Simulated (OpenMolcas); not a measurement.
# CH2OSSi (SMILES O=C1[SiH2]S1) at 6 levels

Wanted: a comparison of 6 runs (HF/3-21G, HF/def2-SVP, SVWN5/STO-3G, M06-2X/cc-pVDZ, PBE0/def2-SVP, CCSD/6-31G) of CH2OSSi. 

The calculation is run with OpenMolcas 26.06.

4 further runs of the same task are left out: 1 that didn't finish, 3 set aside as unsound or not needed.

## (1) The structure to begin with

CH2OSSi: 6 atoms, total charge 0, spin state singlet. As SMILES, `O=C1[SiH2]S1`. The coordinates come from a GFN2-xTB relaxation.

Bond lengths: O1–C2 1.185 Å, C2–Si3 1.860 Å, C2–S4 1.797 Å, Si3–S4 2.184 Å, Si3–H5 1.446 Å, Si3–H6 1.447 Å. Angles: O1–C2–Si3 154.1°, O1–C2–S4 132.6°, Si3–C2–S4 73.3°, C2–Si3–S4 52.0°, C2–S4–Si3 54.7°, C2–Si3–H5 118.2°, C2–Si3–H6 118.2°, S4–Si3–H5 113.4°, S4–Si3–H6 113.5°, H5–Si3–H6 121.0°.

## (2) Energy and forces at HF/3-21G (run 1)

The input, coord.xyz:

```xyz
6

O     -0.633390    -2.071640     0.530640
C     -0.447490    -0.966780     0.143850
Si     0.494700     0.633630     0.041890
S     -1.364070     0.101370    -0.972820
H      1.634320     0.701280    -0.845400
H      0.315920     1.602140     1.101850
```

The input, run.input:

```
* CH2OSSi Hartree-Fock
&GATEWAY
BasLib
$CurrDir
Coord
coord.xyz
Basis
3-21G
Group
NoSym
&SEWARD
&SCF
Thresholds
1e-10 1e-07 1e-07 1e-05
PrOrbitals
1
&ALASKA
```

The basis set 3-21G is read from a file made from the Basis Set Exchange's data (not shown).

Run with:

```bash
export MOLCAS_MEM=1860
pymolcas run.input > run.log
```

The program printed:

```text
--- Start Module: gateway ---
[...]
--- Stop Module: gateway /rc=_RC_ALL_IS_WELL_ ---
[...]
      Basis functions           48
[...]
--- Start Module: scf ---
[...]
       Convergence after  16 Iterations
[...]
::    Total SCF energy                               -796.1519921901
[...]
      Total spin, S                                     0.0000000000
[...]
      Total electronic charge=   46.000000
      Total            charge=   -0.000000
[...]
      Dipole Moment (debye):
      Origin of the operator (angstrom)=   -0.4814   -0.2384   -0.2163
                   X=  3.3612E+00               Y=  3.0774E+00               Z=  8.5300E-01           Total=  4.6364E+00
      Quadrupole Moment (debye*angstrom):
[...]
--- Stop Module: scf /rc=_RC_ALL_IS_WELL_ ---
--- Start Module: alaska ---
[...]
 *              Molecular gradients               *
 **************************************************
  Irreducible representation: a
 ------------------------------------------------------------------------------------------
                              X                       Y                       Z
 ------------------------------------------------------------------------------------------
  O1               -4.85178346659598E-03    4.22159853242476E-03   -5.19257398330719E-03
  C2               -6.23364163439044E-03    3.08547575070524E-02   -1.86033120087450E-02
  SI3              -1.53631207341718E-02   -8.63950882360065E-03   -6.84613533121947E-03
  S4                4.11574257513063E-02   -1.72262849391482E-02    3.58753662350502E-02
  H5               -1.05068624692426E-02   -2.59260971671887E-03    1.86725756268924E-03
  H6               -4.20201744690885E-03   -6.61795256000630E-03   -7.10060247446664E-03
 ------------------------------------------------------------------------------------------
--- Stop Module: alaska /rc=_RC_ALL_IS_WELL_ ---
[...]
```

It took 1.8 s on 1 thread of Intel Xeon 6975P-C (Granite Rapids), shared host; peak memory 0.38 GiB.

## (3) Energy and gradient at HF/def2-SVP (run 2)

The input, mol.input:

```
&GATEWAY
 BASLIB = $CurrDir
 COORD
 6
 angstrom
 O       -0.633390      -2.071640       0.530640
 C       -0.447490      -0.966780       0.143850
 Si       0.494700       0.633630       0.041890
 S       -1.364070       0.101370      -0.972820
 H        1.634320       0.701280      -0.845400
 H        0.315920       1.602140       1.101850
 BASIS = def2-SVP
 GROUP = NoSym

&SEWARD

&SCF
 THRESHOLDS = 1e-10 1e-07 1e-07 1e-05
 PRORBITALS = 1 2

&ALASKA
```

The basis set def2-SVP is read from a file made from the Basis Set Exchange's data (not shown).

Run with:

```bash
export MOLCAS_MEM=1860
pymolcas mol.input > mol.log
```

The program printed:

```text
--- Start Module: gateway ---
[...]
--- Stop Module: gateway /rc=_RC_ALL_IS_WELL_ ---
[...]
      Basis functions           74
[...]
--- Start Module: scf ---
[...]
       Convergence after  16 Iterations
[...]
::    Total SCF energy                               -800.0137930803
[...]
      Total spin, S                                     0.0000000000
[...]
      Total electronic charge=   46.000000
      Total            charge=   -0.000000
[...]
      Dipole Moment (debye):
      Origin of the operator (angstrom)=   -0.4814   -0.2384   -0.2163
                   X=  2.7117E+00               Y=  3.3735E+00               Z=  2.7483E-01           Total=  4.3370E+00
      Quadrupole Moment (debye*angstrom):
[...]
--- Stop Module: scf /rc=_RC_ALL_IS_WELL_ ---
[...]
--- Start Module: alaska ---
[...]
 *              Molecular gradients               *
 **************************************************
  Irreducible representation: a
 ------------------------------------------------------------------------------------------
                              X                       Y                       Z
 ------------------------------------------------------------------------------------------
  O1               -7.27116609918355E-03   -3.06817248006652E-02    9.35974951742402E-03
  C2                6.36388554003275E-03    3.63251193201251E-02   -1.26118781048409E-02
  SI3               2.40832025750102E-02    8.91850593054144E-03    1.17795921582111E-02
  S4               -6.08409067959670E-03   -4.56086675736156E-03   -2.04924637670878E-03
  H5               -1.08415050951605E-02   -3.57637547936829E-03   -2.14342186519723E-05
  H6               -6.25032624122251E-03   -6.42465821323945E-03   -6.45678297544938E-03
 ------------------------------------------------------------------------------------------
--- Stop Module: alaska /rc=_RC_ALL_IS_WELL_ ---
[...]
```

It took 4.2 s on 1 thread of Intel Xeon 6975P-C (Granite Rapids), shared host; peak memory 0.42 GiB.

Runs 3 to 4 aren't shown in full; the table further down has their settings and results.

## (4) Energy and forces at PBE0/def2-SVP (run 5)

The input, geom.xyz:

```xyz
6

O     -0.633390    -2.071640     0.530640
C     -0.447490    -0.966780     0.143850
Si     0.494700     0.633630     0.041890
S     -1.364070     0.101370    -0.972820
H      1.634320     0.701280    -0.845400
H      0.315920     1.602140     1.101850
```

The input, calc.input:

```
* CH2OSSi Kohn-Sham DFT
&GATEWAY
BasLib = $CurrDir
Coord = geom.xyz
Basis = def2-SVP
Group = NoSym
&SEWARD
GridInput
Grid=UltraFine
End of Grid
&SCF
KSDFT = PBE0
Thresholds = 1e-10 1e-07 1e-07 1e-05
PrOrbitals = 1 1
&ALASKA
```

The basis set def2-SVP is read from a file made from the Basis Set Exchange's data (not shown).

Run with:

```bash
export MOLCAS_MEM=1860
pymolcas calc.input > calc.log
```

The program printed:

```text
--- Start Module: gateway ---
[...]
--- Stop Module: gateway /rc=_RC_ALL_IS_WELL_ ---
[...]
      Basis functions           74
[...]
--- Start Module: scf ---
[...]
       Convergence after  16 Iterations
[...]
::    Total KS-DFT energy                            -801.5057428794
[...]
      Total spin, S                                     0.0000000000
[...]
      Total electronic charge=   46.000000
      Total            charge=   -0.000000
[...]
      Dipole Moment (debye):
      Origin of the operator (angstrom)=   -0.4814   -0.2384   -0.2163
                   X=  2.0379E+00               Y=  2.7419E+00               Z=  1.1087E-01           Total=  3.4181E+00
      Quadrupole Moment (debye*angstrom):
[...]
--- Stop Module: scf /rc=_RC_ALL_IS_WELL_ ---
[...]
--- Start Module: alaska ---
[...]
 *              Molecular gradients               *
 **************************************************
  Irreducible representation: a
 ------------------------------------------------------------------------------------------
                              X                       Y                       Z
 ------------------------------------------------------------------------------------------
  O1               -1.67449097902228E-03    4.52497316862477E-03   -3.18955125876741E-03
  C2                3.18310105449360E-04    5.20016544655899E-03   -2.25813545687091E-03
  SI3               2.06898538131135E-02    1.30379591867165E-02    7.57960475585406E-03
  S4               -1.33780084671997E-03   -7.06748825955028E-03    2.33826399606052E-03
  H5               -1.44743997243579E-02   -4.24446820683749E-03    5.69124179739644E-03
  H6               -3.52147236845873E-03   -1.14511413353546E-02   -1.01614238337024E-02
 ------------------------------------------------------------------------------------------
--- Stop Module: alaska /rc=_RC_ALL_IS_WELL_ ---
[...]
```

Wall time 16 s (1 thread of Intel Xeon 6975P-C (Granite Rapids), shared host); peak memory 0.43 GiB.

## (5) A single-point energy at CCSD/6-31G (run 6)

The input, input.xyz:

```xyz
6

O     -0.633390    -2.071640     0.530640
C     -0.447490    -0.966780     0.143850
Si     0.494700     0.633630     0.041890
S     -1.364070     0.101370    -0.972820
H      1.634320     0.701280    -0.845400
H      0.315920     1.602140     1.101850
```

The input, job.input:

```
&gateway
baslib
$CurrDir
coord
input.xyz
basis
6-31G
group
NoSym
&seward
&scf
thresholds
1e-10 1e-07 1e-07 1e-05
prorbitals
1 2
&rasscf
fileorb
$Project.ScfOrb
spin
1
nactel
0 0 0
inactive
23
ras2
0
outorbitals
Canonical
orblisting
Nothing
&motra
jobiph
frozen
12
&ccsdt
ccsd
iterations
80
accuracy
1e-08
extrapolation
5 4
```

The basis set 6-31G is read from a file made from the Basis Set Exchange's data (not shown).

Run with:

```bash
export MOLCAS_MEM=1860
pymolcas job.input > job.log
```

The program printed:

```text
--- Start Module: gateway ---
[...]
--- Stop Module: gateway /rc=_RC_ALL_IS_WELL_ ---
[...]
      Basis functions           48
[...]
       Convergence after  15 Iterations
[...]
::    Total SCF energy                               -800.1303441089
[...]
      Total spin, S                                     0.0000000000
[...]
      Number of active orbitals                  0
[...]
      Spin quantum number                      0.0
[...]
      Active orbitals                            0
[...]
      Number of CSFs                             1
[...]
      Number of root(s) required                 1
[...]
      Convergence after  4 iterations
[...]
      Natural orbitals and occupation numbers for root  1
      ************************************************************************************************************************
      *                                                    Final results                                                     *
      ************************************************************************************************************************
[...]
::    RASSCF root number  1 Total energy:   -800.13034411
[...]
      Total electronic charge=   46.000000
      Total            charge=   -0.000000
[...]
      Dipole Moment (debye):
      Origin of the operator (angstrom)=   -0.4814   -0.2384   -0.2163
                   X=  3.3713E+00               Y=  3.5844E+00               Z=  6.2463E-01           Total=  4.9602E+00
      Quadrupole Moment (debye*angstrom):
[...]
--- Start Module: motra ---
[...]
      *** WARNING: Default frozen orbitals is overwritten by user input.
      *** Default values:   9
[...]
--- Stop Module: motra /rc=_RC_ALL_IS_WELL_ ---
--- Start Module: ccsdt ---
[...]
      Convergence after                    18  Iterations
      Total energy (diff) :    -800.47704323      -0.00000001
[...]
--- Stop Module: ccsdt /rc=_RC_ALL_IS_WELL_ ---
[...]
```

Run time: 3.6 s. Hardware: 1 thread of Intel Xeon 6975P-C (Granite Rapids), shared host; peak memory 0.38 GiB.

## (6) The series

```tsv
run	level	integration grid	task	energy (Eh)	dipole moment (D) of the reference	HOMO energy (eV)	LUMO energy (eV)	wall time
1	HF/3-21G	–	gradient	-796.151992	4.64	-9.74	1.73	1.8 s
2	HF/def2-SVP	–	gradient	-800.013793	4.34	-9.90	2.20	4.2 s
3	SVWN5/STO-3G	UltraFine	gradient	-789.430254	2.45	-2.05	1.95	4.8 s
4	M06-2X/cc-pVDZ	UltraFine	gradient	-802.112314	3.44	-7.96	-0.24	23 s
5	PBE0/def2-SVP	UltraFine	gradient	-801.505743	3.42	-6.94	-1.26	16 s
6	CCSD/6-31G	–	energy	-800.477043	4.96	-9.90	1.50	3.6 s
```

## (7) Summary of results

```
                                           quantity          value
                                run 6: total energy  -800.47704 Eh
          run 6: dipole moment (mean-field density)         4.96 D
         run 6: HOMO energy (Hartree–Fock orbitals)       -9.90 eV
         run 6: LUMO energy (Hartree–Fock orbitals)        1.50 eV
       run 6: HOMO–LUMO gap (Hartree–Fock orbitals)       11.40 eV
run 6: correlation energy (12 core orbitals frozen)     -346.7 mEh
```

What this shows: Over runs 1, 2, 3, 4, 5 the dipole moment (its size) runs from 2.45 D (SVWN5/STO-3G) to 4.64 D (HF/3-21G). The two ends differ in method and basis. Over runs 1, 2, 3, 4, 5 the HOMO–LUMO gap runs from 4.00 eV (SVWN5/STO-3G) to 12.11 eV (HF/def2-SVP). Totals of different functionals can't be ranked against each other. In run 3 the basis is minimal, so the values are rough. All runs together took 53 s, the longest 23 s.
